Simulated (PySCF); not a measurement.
# B⁺: excitation energies in aug-cc-pCVTZ-DK plus 1 even-tempered diffuse shell per l

Wanted: the excitation energy of boron, up a ladder of methods.

Method: unrestricted determinants in a Gaussian basis, no spin-orbit coupling in the energies. Code: PySCF 2.14.0.

**1. The system**

| Property | Result |
| --- | --- |
| Element | boron (Z = 5) |
| Basis | aug-cc-pCVTZ-DK with one added diffuse shell each of s, p, d, f type (8s7p5d3f, 75 functions) |
| Hamiltonian | the spin-free X2C one-electron Hamiltonian (Gaussian nucleus) |
| State 1 | B⁺: [He] 2s1 3s1, high-spin 3S determinant (an excited configuration) |
| State 2 | B⁺: [He] 2s1 2p1, high-spin 3P determinant (an excited configuration) |
| Needed too, but not shown | B⁺ [He] 2s2 (1S) |
| Methods | CCSD(T) |
| Core shells frozen in the correlated runs | valence: 1s2 (for B⁺) |

Outer shells as boxes (Hund's rule):

B+ [He] 2s1 3s1
```
[He] core
2s [↑ ]
3s [↑ ]
```

B+ [He] 2s1 2p1
```
[He] core
2s [↑ ]
2p [↑ ][  ][  ]
```

The runs were made by one driver on top of PySCF. The scripts below sum up each run's settings (the driver also hands on starting orbitals that pick excited configurations, and frozen orbitals as a list rather than a count), and the logs come from the driver's own runs. The driver starts from symmetry-adapted Hartree-Fock orbitals, holds the occupation by maximum overlap and uses a logarithmic radial grid for functionals, so a plain start would take other cycles.

The integrals over 75 functions and the set-up took 0.17 s of CPU time.

**2. B⁺ [He] 2s1 3s1: CCSD(T) (valence)**

**CCSD(T) (valence)**

input.py reads:

```python
from pyscf import gto, scf, dft, mp, cc
import basis_set_exchange as bse
mol = gto.M(atom="B 0 0 0", charge=1, spin=2, symmetry="D2h",
            basis=gto.basis.parse(bse.get_basis("aug-cc-pCVTZ-DK", elements=["B"], fmt="nwchem", augment_diffuse=1)),
            nucmod="G")
mf = scf.UHF(mol).sfx2c1e()
mf.irrep_nelec = {'Ag': (3, 1)}
mf.kernel()
mycc = cc.CCSD(mf, frozen=1).run()
mycc.ccsd_t()
```

What it wrote:

```text
CC2 = 0
CCSD nocc = (np.int64(2), np.int64(0)), nmo = (74, 74)
frozen orbitals [[0], [0]]
max_cycle = 100
direct = 0
conv_tol = 1e-08
conv_tol_normt = 1e-06
diis_space = 8
diis_start_cycle = 0
Init t2, MP2 energy = -0.00333209482952831
Init E_corr(UCCSD) = -0.00333209484421301
cycle = 1  E_corr(UCCSD) = -0.00509467391584403  dE = -0.00176257907  norm(t1,t2) = 0.0348841
cycle = 2  E_corr(UCCSD) = -0.00618338841515773  dE = -0.0010887145  norm(t1,t2) = 0.0231398
cycle = 3  E_corr(UCCSD) = -0.00830620801554208  dE = -0.0021228196  norm(t1,t2) = 0.0155029
cycle = 4  E_corr(UCCSD) = -0.00828172375398779  dE = 2.44842616e-05  norm(t1,t2) = 0.000782448
cycle = 5  E_corr(UCCSD) = -0.00830204761351172  dE = -2.03238595e-05  norm(t1,t2) = 0.000298994
cycle = 6  E_corr(UCCSD) = -0.00829096834433403  dE = 1.10792692e-05  norm(t1,t2) = 8.66519e-05
cycle = 7  E_corr(UCCSD) = -0.00829216304422014  dE = -1.19469989e-06  norm(t1,t2) = 9.37515e-06
cycle = 8  E_corr(UCCSD) = -0.00829170214586983  dE = 4.6089835e-07  norm(t1,t2) = 3.35201e-06
cycle = 9  E_corr(UCCSD) = -0.00829179306831968  dE = -9.09224498e-08  norm(t1,t2) = 1.02961e-06
cycle = 10  E_corr(UCCSD) = -0.00829182531472048  dE = -3.22464008e-08  norm(t1,t2) = 2.37146e-07
cycle = 11  E_corr(UCCSD) = -0.00829182075848133  dE = 4.55623915e-09  norm(t1,t2) = 4.75672e-08
UCCSD converged
E(UCCSD) = -23.71379049166005  E_corr = -0.008291820758481333
```

It used 4.5 s of CPU time after the integrals (shared host).

CCSD correlation -0.00829 hartree, triples 0.00000; total -23.713790. T1 = 0.012, largest double amplitude 0.075. With two correlated electrons the triples vanish and CCSD is exact in this space.

**3. B⁺ [He] 2s1 2p1: CCSD(T) (valence)**

**CCSD(T) (valence)**

input.py: that of step 2 with these lines changed.

```diff
@@ -6,3 +6,3 @@
 mf = scf.UHF(mol).sfx2c1e()
-mf.irrep_nelec = {'Ag': (3, 1)}
+mf.irrep_nelec = {'Ag': (2, 1), 'B2u': (1, 0)}
 mf.kernel()
```

What it wrote:

```text
CC2 = 0
CCSD nocc = (np.int64(2), np.int64(0)), nmo = (74, 74)
frozen orbitals [[0], [0]]
max_cycle = 100
direct = 0
conv_tol = 1e-08
conv_tol_normt = 1e-06
diis_space = 8
diis_start_cycle = 0
Init t2, MP2 energy = -0.0032203191502079
Init E_corr(UCCSD) = -0.0032203191515499
cycle = 1  E_corr(UCCSD) = -0.0042721787020606  dE = -0.00105185955  norm(t1,t2) = 0.0140866
cycle = 2  E_corr(UCCSD) = -0.00467596222942  dE = -0.000403783527  norm(t1,t2) = 0.00638453
cycle = 3  E_corr(UCCSD) = -0.00499566482174154  dE = -0.000319702592  norm(t1,t2) = 0.00308439
cycle = 4  E_corr(UCCSD) = -0.00498999187560389  dE = 5.67294614e-06  norm(t1,t2) = 0.000337953
cycle = 5  E_corr(UCCSD) = -0.00499047673578247  dE = -4.84860179e-07  norm(t1,t2) = 4.21555e-05
cycle = 6  E_corr(UCCSD) = -0.00499037826196201  dE = 9.84738205e-08  norm(t1,t2) = 6.20541e-06
cycle = 7  E_corr(UCCSD) = -0.00499041166360577  dE = -3.34016438e-08  norm(t1,t2) = 7.51733e-07
cycle = 8  E_corr(UCCSD) = -0.00499039905960135  dE = 1.26040044e-08  norm(t1,t2) = 1.2774e-07
cycle = 9  E_corr(UCCSD) = -0.00499040054478651  dE = -1.48518516e-09  norm(t1,t2) = 2.74181e-08
UCCSD converged
E(UCCSD) = -24.13283843322255  E_corr = -0.004990400544786509
```

CPU time 3.9 s on a shared host, the integrals not counted.

CCSD correlation -0.00499 hartree, triples 0.00000; total -24.132838. T1 = 0.002, largest double amplitude 0.027. With two correlated electrons the triples vanish and CCSD is exact in this space.

**4. Differences of total energies**

Excitation energy: B⁺ [He] 2s2 (1S) → B⁺ [He] 2s1 3s1 (3S).

```csv
method,value (eV),error (eV)
UHF,14.646,-1.444
MP2 (valence),15.556,-0.534
SCS-MP2 (valence),15.817,-0.273
CCSD (valence),16.061,-0.029
CCSD(T) (valence),16.061,-0.029
CCSDT (valence),16.061,-0.029
FCI (valence),16.061,-0.029
```

Reference: 16.090 eV (measured; NIST levels, between the centres of gravity of the two terms). Errors of the correlated levels include the incompleteness of this basis.

Excitation energy: B⁺ [He] 2s2 (1S) → B⁺ [He] 2s1 2p1 (3P).

```csv
method,value (eV),error (eV)
UHF,3.153,-1.478
MP2 (valence),4.066,-0.564
SCS-MP2 (valence),4.325,-0.306
CCSD (valence),4.658,+0.027
CCSD(T) (valence),4.658,+0.027
CCSDT (valence),4.658,+0.027
FCI (valence),4.658,+0.027
```

Reference: 4.631 eV (measured; NIST levels, between the centres of gravity of the two terms). Errors of the correlated levels include the incompleteness of this basis.

The differences also use runs on B⁺ [He] 2s2 (1S), which are not shown here. The runs at UHF, MP2 (valence) are not shown; their differences are listed all the same.

**5. Outcome**

| quantity | value |
| --- | --- |
| excitation energy, B⁺ → [He] 2s1 3s1 | UHF 14.646, FCI (valence) 16.061 eV; reference 16.090 |
| excitation energy, B⁺ → [He] 2s1 2p1 | UHF 3.153, FCI (valence) 4.658 eV; reference 4.631 |

Accuracy by level (over 2 differences):

```csv
method,mean absolute miss against the measured values (with the measured fine structure taken into account where it is known) (eV)
UHF,1.461
MP2 (valence),0.549
SCS-MP2 (valence),0.289
CCSD (valence),0.028
CCSD(T) (valence),0.028
CCSDT (valence),0.028
FCI (valence),0.028
```

In words: Against experiment CCSD (valence) comes closest (mean absolute error over 2 measured values 0.03 eV), level with CCSD(T) (valence) and UHF is farthest (1.46 eV). All values hold for this basis alone; no basis-set limit was taken.
